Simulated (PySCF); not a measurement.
**Pb2(OH)4: how settings move a single point**

Aim: repeat the single point on relaxed Pb2(OH)4 with altered settings, some of them bad on purpose. The structure is generated, not taken from experiment.

Computed with PySCF 2.14.0. Level: PBE0, Pb def2-SVP with ECP60, O def2-SVP, H def2-SVP; scalar-relativistic core potentials, no spin–orbit coupling.

1 further run of the same task is left out (for a known fault of the program).

## (1) Where the work starts

10 atoms, charge 0, spin multiplicity 1.

Bond lengths: Pb1–O3 2.296 Å, Pb1–O5 2.292 Å, Pb1–O7 2.117 Å, Pb2–O3 2.296 Å, Pb2–O5 2.292 Å, Pb2–O9 2.117 Å, O3–H4 0.968 Å, O5–H6 0.964 Å, O7–H8 0.964 Å, O9–H10 0.964 Å. Angles: O3–Pb1–O5 72.3°, O3–Pb1–O7 92.1°, O5–Pb1–O7 96.0°, O3–Pb2–O5 72.3°, O3–Pb2–O9 92.1°, O5–Pb2–O9 96.0°, Pb1–O3–Pb2 107.6°, Pb1–O3–H4 109.9°, Pb2–O3–H4 109.9°, Pb1–O5–Pb2 107.8°, Pb1–O5–H6 126.1°, Pb2–O5–H6 126.1°, Pb1–O7–H8 114.2°, Pb2–O9–H10 114.2°.

Geometry (Å):

```xyz
10
H4O4Pb2
Pb    0.02516   -0.62961    1.85256
Pb    0.02516   -0.62961   -1.85256
O     0.93060   -1.63990    0.00000
H     1.89156   -1.52671    0.00000
O    -0.85129    0.39721    0.00000
H    -1.50502    1.10554    0.00000
O     1.69006    0.66194    2.05606
H     1.92452    1.13487    1.24908
O     1.69006    0.66194   -2.05606
H     1.92452    1.13487   -1.24908
```

Formal oxidation states: Pb +2. An earlier session relaxed this geometry at PBE0, Pb def2-SVP with ECP60, O def2-SVP, H def2-SVP (singlet, point group Cs).

The sound run used a (50, 194) grid (finer on f atoms), a threshold of 1e-8 and at most 55 cycles, and ended at -688.602637 Eh.

## (2) Try 1

Contents of run.py (the lines that set the calculation):

```python
mol = gto.M(atom='''
Pb     0.02516    -0.62961     1.85256
Pb     0.02516    -0.62961    -1.85256
O      0.93060    -1.63990     0.00000
H      1.89156    -1.52671     0.00000
O     -0.85129     0.39721     0.00000
H     -1.50502     1.10554     0.00000
O      1.69006     0.66194     2.05606
H      1.92452     1.13487     1.24908
O      1.69006     0.66194    -2.05606
H      1.92452     1.13487    -1.24908''',
    basis={'Pb': 'def2-SVP', 'O': 'def2-SVP', 'H': 'def2-SVP'},
    ecp={'Pb': 'def2-SVP'},
    charge=0, spin=0)
mf = dft.RKS(mol, xc='PBE0')
mf.grids.atom_grid = (50, 194)
mf = mf.density_fit()  # fitting sets: Pb def2-universal-JKFIT, O def2-universal-JKFIT, H def2-universal-JKFIT
mf.conv_tol = 1e-08; mf.max_cycle = 55
mf.kernel(dm0)  # dm0: smeared density
```

The run is started by

```sh
OMP_NUM_THREADS=2 python run.py
```

Log:

```text
init E= -688.568024953701
  HOMO = -0.266360411942915  LUMO = -0.0479024265041943  gap/eV = 5.94454
cycle= 1 E= -688.602227097781  delta_E= -0.0342  |g|= 0.0392  |ddm|= 0.0943
  HOMO = -0.257595738539368  LUMO = -0.0457541015717986  gap/eV = 5.76450
cycle= 2 E= -688.601114678145  delta_E= 0.00111  |g|= 0.0839  |ddm|= 0.107
  HOMO = -0.263826662375507  LUMO = -0.0457445295254111  gap/eV = 5.93432
cycle= 3 E= -688.602628673239  delta_E= -0.00151  |g|= 0.00577  |ddm|= 0.0625
  HOMO = -0.264131601664523  LUMO = -0.0457371297638538  gap/eV = 5.94282
cycle= 4 E= -688.602634973908  delta_E= -6.3e-06  |g|= 0.00292  |ddm|= 0.00625
  HOMO = -0.264200669697968  LUMO = -0.0456733104906135  gap/eV = 5.94643
cycle= 5 E= -688.602636888682  delta_E= -1.91e-06  |g|= 0.000353  |ddm|= 0.00259
  HOMO = -0.264225349941948  LUMO = -0.0456729339147763  gap/eV = 5.94711
cycle= 6 E= -688.602636912068  delta_E= -2.34e-08  |g|= 7.23e-05  |ddm|= 0.000313
  HOMO = -0.264225812422735  LUMO = -0.0456748145844159  gap/eV = 5.94708
cycle= 7 E= -688.602636912395  delta_E= -3.27e-10  |g|= 6.17e-05  |ddm|= 9.44e-05
  HOMO = -0.264227681230897  LUMO = -0.0456747287461603  gap/eV = 5.94713
Extra cycle  E= -688.602636910175  delta_E= 2.22e-09  |g|= 0.000121  |ddm|= 0.00013
converged SCF energy = -688.602636910175
```

It took 6.9 s on 2 threads of Arm Neoverse V1, shared host.

Changed: the starting guess (smeared density). It converges in 7 cycles, at the sound run's energy within 0.001 eV, with a largest force component of 0.02 eV/Å. The result survives the change.

## (3) Try 2

Contents of run.py (the lines that set the calculation):

```python
mol = gto.M(atom='''
Pb     0.02365    -0.59183     1.74141
Pb     0.02365    -0.59183    -1.74141
O      0.87477    -1.54151     0.00000
H      1.77807    -1.43511     0.00000
O     -0.80021     0.37338     0.00000
H     -1.41472     1.03921     0.00000
O      1.58866     0.62223     1.93269
H      1.80905     1.06678     1.17414
O      1.58866     0.62223    -1.93269
H      1.80905     1.06678    -1.17414''',
    basis={'Pb': 'def2-SVP', 'O': 'def2-SVP', 'H': 'def2-SVP'},
    ecp={'Pb': 'def2-SVP'},
    charge=0, spin=0)
mf = dft.RKS(mol, xc='PBE0')
mf.grids.atom_grid = (50, 194)
mf = mf.density_fit()  # fitting sets: Pb def2-universal-JKFIT, O def2-universal-JKFIT, H def2-universal-JKFIT
mf.conv_tol = 1e-08; mf.max_cycle = 55
mf.kernel(dm0)  # dm0: free metal ions and neutral atoms
```

The run is started by

```sh
OMP_NUM_THREADS=2 python run.py
```

Log:

```text
init E= -706.342587920134
  HOMO = 0.0124473698388739  LUMO = 0.0172609756134891  gap/eV = 0.13098
cycle= 1 E= -682.29723616887  delta_E=   24  |g|= 4.82  |ddm|= 5.74
  HOMO = -0.57720164737931  LUMO = -0.420853369776896  gap/eV = 4.25445
cycle= 2 E= -674.54822152267  delta_E= 7.75  |g|= 6.83  |ddm|= 9.75
  HOMO = -0.3223518664722  LUMO = -0.112858945080124  gap/eV = 5.70059
cycle= 3 E= -688.253657607636  delta_E= -13.7  |g|= 1.17  |ddm|= 7.88
  HOMO = -0.205855584403547  LUMO = -0.0065055555706817  gap/eV = 5.42459
cycle= 4 E= -688.463855280231  delta_E= -0.21  |g|= 0.638  |ddm|= 1.95
  HOMO = -0.261322828636148  LUMO = -0.0346881279478275  gap/eV = 6.16704
cycle= 5 E= -688.538564667776  delta_E= -0.0747  |g|= 0.316  |ddm|= 0.886
  HOMO = -0.262398017136356  LUMO = -0.0350257242124385  gap/eV = 6.18712
cycle= 6 E= -688.556637820439  delta_E= -0.0181  |g|= 0.0849  |ddm|= 0.304
  HOMO = -0.26023876322459  LUMO = -0.0330609975820053  gap/eV = 6.18182
cycle= 7 E= -688.558135675519  delta_E= -0.0015  |g|= 0.00849  |ddm|= 0.0813
  HOMO = -0.260621715049056  LUMO = -0.0331578723955275  gap/eV = 6.18961
cycle= 8 E= -688.558149522063  delta_E= -1.38e-05  |g|= 0.0034  |ddm|= 0.0113
  HOMO = -0.260595960178902  LUMO = -0.0331523642137768  gap/eV = 6.18906
cycle= 9 E= -688.558151234629  delta_E= -1.71e-06  |g|= 0.00194  |ddm|= 0.00386
  HOMO = -0.260585110498122  LUMO = -0.0331337688916165  gap/eV = 6.18927
cycle= 10 E= -688.55815200622  delta_E= -7.72e-07  |g|= 0.00021  |ddm|= 0.00168
  HOMO = -0.260593519730944  LUMO = -0.0331444818465023  gap/eV = 6.18920
cycle= 11 E= -688.558152018545  delta_E= -1.23e-08  |g|= 3.68e-05  |ddm|= 0.000309
  HOMO = -0.260593624662997  LUMO = -0.0331445608986876  gap/eV = 6.18920
cycle= 12 E= -688.558152018955  delta_E= -4.1e-10  |g|= 6.53e-06  |ddm|= 6.18e-05
  HOMO = -0.260593616631545  LUMO = -0.0331447286897415  gap/eV = 6.18920
Extra cycle  E= -688.558152018947  delta_E= 7.28e-12  |g|= 9.85e-06  |ddm|= 1.49e-05
converged SCF energy = -688.558152018947
```

Run time: 8.4 s. Hardware: 2 threads of Arm Neoverse V1, shared host.

Changed: the scale of all coordinates (0.94). It converges in 12 cycles, +1.210 eV from the sound run, with a largest force component of 3.74 eV/Å. The setting is unsound, so these numbers aren't the compound's.

## (4) Try 3

Contents of run.py (the lines that set the calculation):

```python
mol = gto.M(atom='''
Pb     0.02516    -0.62961     1.85256
Pb     0.02516    -0.62961    -1.85256
O      0.93060    -1.63990     0.00000
H      1.89156    -1.52671     0.00000
O     -0.85129     0.39721     0.00000
H     -1.50502     1.10554     0.00000
O      1.69006     0.66194     2.05606
H      1.92452     1.13487     1.24908
O      1.69006     0.66194    -2.05606
H      1.92452     1.13487    -1.24908''',
    basis={'Pb': 'def2-SVP', 'O': 'def2-SVP', 'H': 'def2-SVP'},
    ecp={'Pb': 'def2-SVP'},
    charge=0, spin=0)
mf = dft.RKS(mol, xc='PBE0')
mf.grids.atom_grid = (10, 14)
mf = mf.density_fit()  # fitting sets: Pb def2-universal-JKFIT, O def2-universal-JKFIT, H def2-universal-JKFIT
mf.conv_tol = 1e-08; mf.max_cycle = 55
mf.kernel(dm0)  # dm0: free metal ions and neutral atoms
```

The run is started by

```sh
OMP_NUM_THREADS=2 python run.py
```

Log:

```text
init E= -704.768230976389
  HOMO = -0.00843000599466478  LUMO = 0.00748653530742266  gap/eV = 0.43311
cycle= 1 E= -678.93250256141  delta_E= 25.8  |g|= 5.19  |ddm|= 6.13
  HOMO = -0.524578136118383  LUMO = -0.450606613741257  gap/eV = 2.01287
cycle= 2 E= -667.79890408237  delta_E= 11.1  |g|= 8.36  |ddm|= 10.4
  HOMO = -0.369383081732087  LUMO = -0.166227229566147  gap/eV = 5.52815
cycle= 3 E= -686.171572231774  delta_E= -18.4  |g|= 2.53  |ddm|=  7.9
  HOMO = -0.187113457579215  LUMO = -0.0768702810794899  gap/eV = 2.99987
cycle= 4 E= -687.398371324731  delta_E= -1.23  |g|= 0.91  |ddm|= 2.62
  HOMO = -0.261930332298287  LUMO = -0.0490468536969313  gap/eV = 5.79285
cycle= 5 E= -687.562592522327  delta_E= -0.164  |g|= 0.63  |ddm|= 1.51
  HOMO = -0.265729720207431  LUMO = -0.0434114220590445  gap/eV = 6.04959
cycle= 6 E= -687.629825001  delta_E= -0.0672  |g|= 0.235  |ddm|= 0.601
  HOMO = -0.258089350531232  LUMO = -0.0361392396861611  gap/eV = 6.03957
cycle= 7 E= -687.640933638728  delta_E= -0.0111  |g|= 0.0315  |ddm|= 0.213
  HOMO = -0.257559490210387  LUMO = -0.0355444606172775  gap/eV = 6.04134
cycle= 8 E= -687.641067046722  delta_E= -0.000133  |g|= 0.0206  |ddm|= 0.0389
  HOMO = -0.258584418633661  LUMO = -0.0356724174429459  gap/eV = 6.06574
cycle= 9 E= -687.641148710687  delta_E= -8.17e-05  |g|= 0.00447  |ddm|= 0.0175
  HOMO = -0.258578822381142  LUMO = -0.0356446906374615  gap/eV = 6.06635
cycle= 10 E= -687.64115321939  delta_E= -4.51e-06  |g|= 0.000618  |ddm|= 0.00461
  HOMO = -0.258624607072129  LUMO = -0.0356641606281478  gap/eV = 6.06706
cycle= 11 E= -687.641153320833  delta_E= -1.01e-07  |g|= 0.00018  |ddm|= 0.000865
  HOMO = -0.25863012235821  LUMO = -0.0356635521208801  gap/eV = 6.06723
cycle= 12 E= -687.641153330283  delta_E= -9.45e-09  |g|= 1.87e-05  |ddm|= 0.000246
  HOMO = -0.258627466790582  LUMO = -0.035662650629309  gap/eV = 6.06718
Extra cycle  E= -687.641153330248  delta_E= 3.52e-11  |g|= 2.49e-05  |ddm|= 4.53e-05
converged SCF energy = -687.641153330248
```

Run time: 5.7 s. Hardware: 2 threads of Arm Neoverse V1, shared host.

Changed: the integration grid, to (10, 14). It converges in 12 cycles, +26.163 eV from the sound run, with a largest force component of 11.58 eV/Å. The setting is unsound, so these numbers aren't the compound's.

## (5) Try 4

Edit run.py (the lines that set the calculation) of step 4 so:

```diff
@@ -15,3 +15,3 @@
 mf = dft.RKS(mol, xc='PBE0')
-mf.grids.atom_grid = (10, 14)
+mf.grids.atom_grid = (99, 590)
 mf = mf.density_fit()  # fitting sets: Pb def2-universal-JKFIT, O def2-universal-JKFIT, H def2-universal-JKFIT
```

The run is started by

```sh
OMP_NUM_THREADS=2 python run.py
```

Log:

```text
init E= -705.768975667155
  HOMO = 0.00461346893602885  LUMO = 0.0141635051145619  gap/eV = 0.25987
cycle= 1 E= -679.646512096336  delta_E= 26.1  |g|= 5.05  |ddm|= 6.12
  HOMO = -0.452721306167931  LUMO = -0.423253803792814  gap/eV = 0.80185
cycle= 2 E= -666.406451926122  delta_E= 13.2  |g|= 9.03  |ddm|= 10.8
  HOMO = -0.363314134481222  LUMO = -0.193746358857254  gap/eV = 4.61417
cycle= 3 E= -686.609939676503  delta_E= -20.2  |g|= 2.94  |ddm|= 8.11
  HOMO = -0.198974272957386  LUMO = -0.0885876137630213  gap/eV = 3.00377
cycle= 4 E= -688.354300867994  delta_E= -1.74  |g|= 0.854  |ddm|= 2.72
  HOMO = -0.265296062524646  LUMO = -0.0665933773912677  gap/eV = 5.40698
cycle= 5 E= -688.556114116156  delta_E= -0.202  |g|= 0.477  |ddm|=  1.6
  HOMO = -0.263512085586881  LUMO = -0.0491622263397389  gap/eV = 5.83276
cycle= 6 E= -688.571601834298  delta_E= -0.0155  |g|= 0.382  |ddm|=  0.6
  HOMO = -0.262556079259905  LUMO = -0.0464342299934408  gap/eV = 5.88098
cycle= 7 E= -688.602252471091  delta_E= -0.0307  |g|= 0.0306  |ddm|= 0.313
  HOMO = -0.2638511826663  LUMO = -0.0456722745569955  gap/eV = 5.93695
cycle= 8 E= -688.602447603707  delta_E= -0.000195  |g|= 0.0079  |ddm|= 0.0356
  HOMO = -0.264237579197955  LUMO = -0.04559022180689  gap/eV = 5.94970
cycle= 9 E= -688.602454928852  delta_E= -7.33e-06  |g|= 0.00588  |ddm|= 0.0113
  HOMO = -0.264184382312449  LUMO = -0.0456330965440443  gap/eV = 5.94708
cycle= 10 E= -688.602461933109  delta_E= -7e-06  |g|= 0.000846  |ddm|= 0.00473
  HOMO = -0.264212957060242  LUMO = -0.0456591390009606  gap/eV = 5.94715
cycle= 11 E= -688.602462092723  delta_E= -1.6e-07  |g|= 0.000139  |ddm|= 0.000935
  HOMO = -0.264223038601243  LUMO = -0.0456600211428366  gap/eV = 5.94740
cycle= 12 E= -688.602462098577  delta_E= -5.85e-09  |g|= 1.76e-05  |ddm|= 0.000198
  HOMO = -0.264219978628952  LUMO = -0.0456584123362518  gap/eV = 5.94736
Extra cycle  E= -688.602462098576  delta_E= 4.55e-13  |g|= 2.3e-05  |ddm|= 4.92e-05
converged SCF energy = -688.602462098576
```

Run time: 20 s. Hardware: 2 threads of Arm Neoverse V1, shared host.

Changed: the integration grid, to (99, 590). It converges in 12 cycles, +0.005 eV from the sound run, with a largest force component of 0.02 eV/Å. The result survives the change.

## (6) Try 5

Edit run.py (the lines that set the calculation) of step 5 so:

```diff
@@ -15,5 +15,5 @@
 mf = dft.RKS(mol, xc='PBE0')
-mf.grids.atom_grid = (99, 590)
+mf.grids.atom_grid = (50, 194)
 mf = mf.density_fit()  # fitting sets: Pb def2-universal-JKFIT, O def2-universal-JKFIT, H def2-universal-JKFIT
-mf.conv_tol = 1e-08; mf.max_cycle = 55
+mf.conv_tol = 1e-06; mf.max_cycle = 55
 mf.kernel(dm0)  # dm0: free metal ions and neutral atoms
```

The run is started by

```sh
OMP_NUM_THREADS=2 python run.py
```

Log:

```text
init E= -705.769080363765
  HOMO = 0.00459190127171125  LUMO = 0.0141581119119232  gap/eV = 0.26031
cycle= 1 E= -679.646291526412  delta_E= 26.1  |g|= 5.05  |ddm|= 6.12
  HOMO = -0.452775464461249  LUMO = -0.423442623993537  gap/eV = 0.79819
cycle= 2 E= -666.403961668098  delta_E= 13.2  |g|= 9.03  |ddm|= 10.8
  HOMO = -0.363382419516046  LUMO = -0.193993553356837  gap/eV = 4.60931
cycle= 3 E= -686.609426851052  delta_E= -20.2  |g|= 2.94  |ddm|= 8.11
  HOMO = -0.199016591094463  LUMO = -0.0887190353545648  gap/eV = 3.00135
cycle= 4 E= -688.354338030667  delta_E= -1.74  |g|= 0.854  |ddm|= 2.72
  HOMO = -0.265285719811812  LUMO = -0.0666191833291521  gap/eV = 5.40599
cycle= 5 E= -688.556275440725  delta_E= -0.202  |g|= 0.477  |ddm|=  1.6
  HOMO = -0.263526691290482  LUMO = -0.0491779331610687  gap/eV = 5.83273
cycle= 6 E= -688.571747052559  delta_E= -0.0155  |g|= 0.382  |ddm|=  0.6
  HOMO = -0.262561212601308  LUMO = -0.0464504553941545  gap/eV = 5.88067
cycle= 7 E= -688.60242719998  delta_E= -0.0307  |g|= 0.0306  |ddm|= 0.313
  HOMO = -0.263855291180092  LUMO = -0.0456883096829337  gap/eV = 5.93663
cycle= 8 E= -688.602622303395  delta_E= -0.000195  |g|= 0.00793  |ddm|= 0.0356
  HOMO = -0.264243174480672  LUMO = -0.0456062398991186  gap/eV = 5.94941
cycle= 9 E= -688.602629669845  delta_E= -7.37e-06  |g|= 0.00591  |ddm|= 0.0114
  HOMO = -0.264189830457107  LUMO = -0.0456491689003329  gap/eV = 5.94679
cycle= 10 E= -688.602636748688  delta_E= -7.08e-06  |g|= 0.000842  |ddm|= 0.00475
  HOMO = -0.26421826000175  LUMO = -0.0456752709208956  gap/eV = 5.94686
cycle= 11 E= -688.60263690721  delta_E= -1.59e-07  |g|= 0.000139  |ddm|= 0.000935
  HOMO = -0.26423796006097  LUMO = -0.0456737815288157  gap/eV = 5.94743
Extra cycle  E= -688.602636896384  delta_E= 1.08e-08  |g|= 0.000274  |ddm|= 0.0004
converged SCF energy = -688.602636896384
```

Run time: 8 s. Hardware: 2 threads of Arm Neoverse V1, shared host.

Changed: the SCF threshold (1e-06). It converges in 11 cycles, at the sound run's energy within 0.001 eV, with a largest force component of 0.02 eV/Å. The result survives the change.

## (7) Try 6

Edit run.py (the lines that set the calculation) of step 6 so:

```diff
@@ -8,3 +8,3 @@
 O      1.69006     0.66194     2.05606
-H      1.92452     1.13487     1.24908
+H      0.81008     0.09957     1.60317
 O      1.69006     0.66194    -2.05606
@@ -17,3 +17,3 @@
 mf = mf.density_fit()  # fitting sets: Pb def2-universal-JKFIT, O def2-universal-JKFIT, H def2-universal-JKFIT
-mf.conv_tol = 1e-06; mf.max_cycle = 55
+mf.conv_tol = 1e-08; mf.max_cycle = 75
 mf.kernel(dm0)  # dm0: free metal ions and neutral atoms
```

The run is started by

```sh
OMP_NUM_THREADS=2 python run.py
```

Log:

```text
init E= -706.045587252101
  HOMO = 0.0148514917811255  LUMO = 0.018309224567419  gap/eV = 0.09409
cycle= 1 E= -678.972607733606  delta_E= 27.1  |g|= 5.25  |ddm|=  8.5
  HOMO = -0.425549097825739  LUMO = -0.417498240446118  gap/eV = 0.21907
cycle= 2 E= -650.040064004848  delta_E= 28.9  |g|= 10.6  |ddm|= 15.2
  HOMO = -0.391616571916597  LUMO = -0.283886967504557  gap/eV = 2.93147
cycle= 3 E= -684.650615202404  delta_E= -34.6  |g|=  3.8  |ddm|=   15
  HOMO = -0.171870696260033  LUMO = -0.102992645145995  gap/eV = 1.87427
cycle= 4 E= -687.83751520159  delta_E= -3.19  |g|= 0.976  |ddm|= 4.47
  HOMO = -0.256777916647444  LUMO = -0.0782264880682426  gap/eV = 4.85863
cycle= 5 E= -688.09809249119  delta_E= -0.261  |g|= 0.528  |ddm|= 1.91
  HOMO = -0.262800742818143  LUMO = -0.0603484611841019  gap/eV = 5.50901
cycle= 6 E= -688.100460284282  delta_E= -0.00237  |g|= 0.506  |ddm|= 0.797
  HOMO = -0.258464915841014  LUMO = -0.0609347068276058  gap/eV = 5.37507
cycle= 7 E= -688.154690734992  delta_E= -0.0542  |g|= 0.0702  |ddm|= 0.442
  HOMO = -0.260839350954427  LUMO = -0.0600077471071927  gap/eV = 5.46491
cycle= 8 E= -688.154905770973  delta_E= -0.000215  |g|= 0.0641  |ddm|= 0.124
  HOMO = -0.262097119532303  LUMO = -0.059652089300684  gap/eV = 5.50881
cycle= 9 E= -688.155774506097  delta_E= -0.000869  |g|= 0.00628  |ddm|= 0.0545
  HOMO = -0.262278268245055  LUMO = -0.0598152118639064  gap/eV = 5.50930
cycle= 10 E= -688.155782061477  delta_E= -7.56e-06  |g|= 0.00223  |ddm|= 0.00754
  HOMO = -0.262200398477047  LUMO = -0.0598103384604407  gap/eV = 5.50731
cycle= 11 E= -688.155782917131  delta_E= -8.56e-07  |g|= 0.00127  |ddm|= 0.00259
  HOMO = -0.262194823910328  LUMO = -0.0598065969056023  gap/eV = 5.50726
cycle= 12 E= -688.155783263097  delta_E= -3.46e-07  |g|= 0.000163  |ddm|= 0.00117
  HOMO = -0.262198984327139  LUMO = -0.059811796268832  gap/eV = 5.50724
cycle= 13 E= -688.155783270348  delta_E= -7.25e-09  |g|= 4.63e-05  |ddm|= 0.000252
  HOMO = -0.262201978615663  LUMO = -0.0598088929444387  gap/eV = 5.50740
Extra cycle  E= -688.155783268215  delta_E= 2.13e-09  |g|= 0.000113  |ddm|= 0.000178
converged SCF energy = -688.155783268215
```

It took 8.4 s on 2 threads of Arm Neoverse V1, shared host.

Changed: one atom's place (atom 8 put 1.1 Å from the metal); the cycle limit is 75. It converges in 13 cycles, +12.160 eV from the sound run, with a largest force component of 31.23 eV/Å. The setting is unsound, so these numbers aren't the compound's.

## (8) Results

| run | changed | ending | energy change (eV) | cycles | time | usable |
| --- | --- | --- | --- | --- | --- | --- |
| 1 | the starting guess | converged | 0.000 | 7 | 6.9 s | yes |
| 2 | the scale of all coordinates | converged | +1.210 | 12 | 8.4 s | no |
| 3 | the integration grid | converged | +26.163 | 12 | 5.7 s | no |
| 4 | the integration grid | converged | +0.005 | 12 | 20 s | yes |
| 5 | the SCF threshold | converged | 0.000 | 11 | 8 s | yes |
| 6 | one atom's place | converged | +12.160 | 13 | 8.4 s | no |

3 of 6 altered runs give a usable result. 3 ended normally with numbers unfit to quote.
